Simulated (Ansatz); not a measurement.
# C4H10OSi: the cost of one run

All numbers below are computed with Ansatz 0.2.0 (RKS PBE0/6-31G*).

## Step 1: The system as given

Bond lengths (14 of 15 bonds, heavy atoms first): C1–C2 1.550 Å, C2–C3 1.510 Å, C2–Si4 1.915 Å, C2–C5 1.516 Å, C5–O6 1.243 Å, C1–H7 1.049 Å, C1–H8 1.118 Å, C1–H9 1.129 Å, C3–H10 1.103 Å, C3–H11 1.097 Å, C3–H12 1.135 Å, Si4–H13 1.441 Å, Si4–H14 1.447 Å, Si4–H15 1.552 Å. Angles (14 of 27 angles, heavy atoms first): C1–C2–C3 106.4°, C1–C2–Si4 113.9°, C1–C2–C5 112.1°, C3–C2–Si4 109.3°, C3–C2–C5 107.2°, Si4–C2–C5 107.7°, C2–C5–O6 125.0°, C2–C1–H7 112.9°, C2–C1–H8 106.4°, C2–C1–H9 110.5°, C2–C3–H10 114.3°, C2–C3–H11 113.4°, C2–C3–H12 113.1°, C2–Si4–H13 111.9°.

Coordinates:

```xyz
16

C    -0.8209   -1.0545    0.8528
C    -0.0318    0.0596    0.1193
C     1.4184   -0.1229    0.4994
Si   -0.1976    0.0021   -1.7877
C    -0.4435    1.4455    0.5769
O    -1.4634    1.7051    1.2374
H    -0.5406   -2.0200    0.5518
H    -1.8999   -0.8885    0.6116
H    -0.7549   -0.9145    1.9715
H     2.0979    0.6321    0.0700
H     1.8160   -1.1103    0.2359
H     1.6031   -0.0225    1.6148
H     0.4718    1.1107   -2.4200
H     0.1960   -1.3010   -2.2779
H    -1.7047    0.1397   -2.1319
H     0.2312    2.3169    0.3205
```

## Step 2: Relaxing end A

input.yaml reads:

```yaml
crystal:
  periodic: [false, false, false]
  atoms:
    - { symbol: C, position_ang: [-0.8209, -1.0545, 0.8528] }
    - { symbol: C, position_ang: [-0.0318, 0.0596, 0.1193] }
    - { symbol: C, position_ang: [1.4184, -0.1229, 0.4994] }
    - { symbol: Si, position_ang: [-0.1976, 0.0021, -1.7877] }
    - { symbol: C, position_ang: [-0.4435, 1.4455, 0.5769] }
    - { symbol: O, position_ang: [-1.4634, 1.7051, 1.2374] }
    - { symbol: H, position_ang: [-0.5406, -2.02, 0.5518] }
    - { symbol: H, position_ang: [-1.8999, -0.8885, 0.6116] }
    - { symbol: H, position_ang: [-0.7549, -0.9145, 1.9715] }
    - { symbol: H, position_ang: [2.0979, 0.6321, 0.07] }
    - { symbol: H, position_ang: [1.816, -1.1103, 0.2359] }
    - { symbol: H, position_ang: [1.6031, -0.0225, 1.6148] }
    - { symbol: H, position_ang: [0.4718, 1.1107, -2.42] }
    - { symbol: H, position_ang: [0.196, -1.301, -2.2779] }
    - { symbol: H, position_ang: [-1.7047, 0.1397, -2.1319] }
    - { symbol: H, position_ang: [0.2312, 2.3169, 0.3205] }
basis:
  gaussian: { orbitals: "6-31G*" }
hamiltonian:
  xc: pbe0
relax:
  f_tol: 0.02
  max_steps: 50
output:
  orbitals: {}
```

Run with:

```console
$ ansatz run input.yaml --threads 2 --pin off --max-ram 3072MiB --backend cpu --events-out ev --progress --plain --runs-dir out
```

**Question.** How long does this run take on 2 threads of Intel Xeon Platinum 8488C (Sapphire Rapids), shared host, and how much memory does it need?

About 36 s, with a peak of 0.31 GiB.
